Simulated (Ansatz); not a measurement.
**C₂H₆F₃NZr: one species, many methods**

One table from this session's results is given with a row withheld; the runs are named, their logs left out.

Program: Ansatz 0.2.0, Gaussian basis. Level of theory: functionals in def2-TZVPP, the program's frozen cores in correlated methods. These are calculated values, not measurements.

Levels to be run: LDA (SPW92), PBE-D4, revPBE-D4, BLYP-D4, r2SCAN-D4, B97M-V, PBE0-D4, B3LYP-D4, r2SCANh-D4, r2SCAN0-D4, HSE06-D4, BHLYP-D4, CAM-B3LYP-D4, LC-ωPBE, ωB97X-V, ωB97M-V, B2PLYP, PBE-QIDH; CCSD(T)/def2-SVP; CCSD(T)/def2-TZVPP; MP2/def2-QZVPP; extrapolation to the limit; RPA on PBE.

## The relaxed structure

All runs share one geometry, relaxed beforehand with PBE0-D4 in a triple-zeta def2 set. Zr takes the def2 core potential; no spin-orbit term is included.

SMILES `C[N](C)[Zr]([F])([F])[F]`, 13 atoms, charge 0, spin multiplicity 1.

Atoms are counted from 1 here; the program's logs count them from 0.

Bond lengths: C1–N2 1.445 Å, C1–H8 1.098 Å, C1–H9 1.094 Å, C1–H10 1.098 Å, N2–C3 1.445 Å, N2–Zr4 2.005 Å, C3–H11 1.098 Å, C3–H12 1.098 Å, C3–H13 1.094 Å, Zr4–F5 1.911 Å, Zr4–F6 1.911 Å, Zr4–F7 1.916 Å. Angles: N2–C1–H8 111.4°, N2–C1–H9 111.0°, N2–C1–H10 111.2°, H8–C1–H9 107.8°, H8–C1–H10 107.9°, H9–C1–H10 107.4°, C1–N2–C3 113.4°, C1–N2–Zr4 123.3°, C3–N2–Zr4 123.2°, N2–C3–H11 111.2°, N2–C3–H12 111.4°, N2–C3–H13 111.0°, H11–C3–H12 107.9°, H11–C3–H13 107.4°, H12–C3–H13 107.8°, N2–Zr4–F5 107.7°, N2–Zr4–F6 107.7°, N2–Zr4–F7 108.0° and more.

The first run:

Input file in.yaml:

```yaml
crystal:
  periodic: [false, false, false]
  atoms:
    - {symbol: C, position_ang: [-0.368362, -0.127905, 1.491444]}
    - {symbol: N, position_ang: [0.083029, -0.085414, 0.118908]}
    - {symbol: C, position_ang: [1.005951, -1.146865, -0.214256]}
    - {symbol: Zr, position_ang: [-0.585797, 1.249275, -1.219465]}
    - {symbol: F, position_ang: [0.774332, 1.477652, -2.541996]}
    - {symbol: F, position_ang: [-1.069274, 2.834195, -0.267992]}
    - {symbol: F, position_ang: [-2.149249, 0.519836, -2.053046]}
    - {symbol: H, position_ang: [-0.892428, -1.067249, 1.711966]}
    - {symbol: H, position_ang: [-1.055957, 0.696208, 1.703899]}
    - {symbol: H, position_ang: [0.474413, -0.040424, 2.189838]}
    - {symbol: H, position_ang: [1.906241, -1.102074, 0.412754]}
    - {symbol: H, position_ang: [0.547430, -2.134832, -0.075295]}
    - {symbol: H, position_ang: [1.329679, -1.072403, -1.256758]}
basis:
  gaussian: {orbitals: def2-TZVPP}
hamiltonian: {xc: lda}
output: {orbitals: {seedname: orbitals}}
```

Started as:

```console
$ ansatz run in.yaml --threads 2 --pin off --events-out ev --progress --plain --max-ram 32768MiB --backend cuda --devices 0, --max-vram 18GiB
```

Steps of the session up to this table: LDA; PBE-D4 (GGA); revPBE-D4 (GGA); BLYP-D4 (GGA); r2SCAN-D4 (meta-GGA); B97M-V (meta-GGA); B3LYP-D4 (hybrid); r2SCANh-D4 (hybrid); r2SCAN0-D4 (hybrid); HSE06-D4 (hybrid); BHLYP-D4 (hybrid); CAM-B3LYP-D4 (range-separated); LC-ωPBE (range-separated); ωB97X-V (range-separated); ωB97M-V (range-separated); B2PLYP (double hybrid); PBE-QIDH (double hybrid).

One table of the session follows, with a row left open; its other results are not shown here.

It belongs to the step «Orbital energies across the functionals». 

| functional | HOMO (eV) | gap (eV) |
| --- | --- | --- |
| LDA (SPW92) | -5.94 | 3.86 |
| PBE-D4 | -5.77 | 3.99 |
| revPBE-D4 | -5.70 | 4.04 |
| BLYP-D4 | -5.67 | 3.99 |
| r2SCAN-D4 | -6.01 | 4.43 |
| B97M-V | -6.10 | 4.53 |
| PBE0-D4 | -7.07 | 6.22 |
| B3LYP-D4 | -6.88 | 5.76 |
| r2SCANh-D4 | -6.50 | 5.26 |
| r2SCAN0-D4 | -7.24 | 6.52 |
| HSE06-D4 | -6.67 | 5.44 |
| BHLYP-D4 | -8.31 | 8.40 |
| CAM-B3LYP-D4 | ? | ? |
| LC-ωPBE | -9.71 | 11.03 |
| ωB97X-V | -9.40 | 10.56 |
| ωB97M-V | -9.32 | 9.94 |

Q: Estimate the row for CAM-B3LYP-D4 from the others.

As computed: HOMO (eV): -8.44; gap (eV): 8.67. In the column «HOMO (eV)» it lies between ωB97M-V (-9.32) and BHLYP-D4 (-8.31).
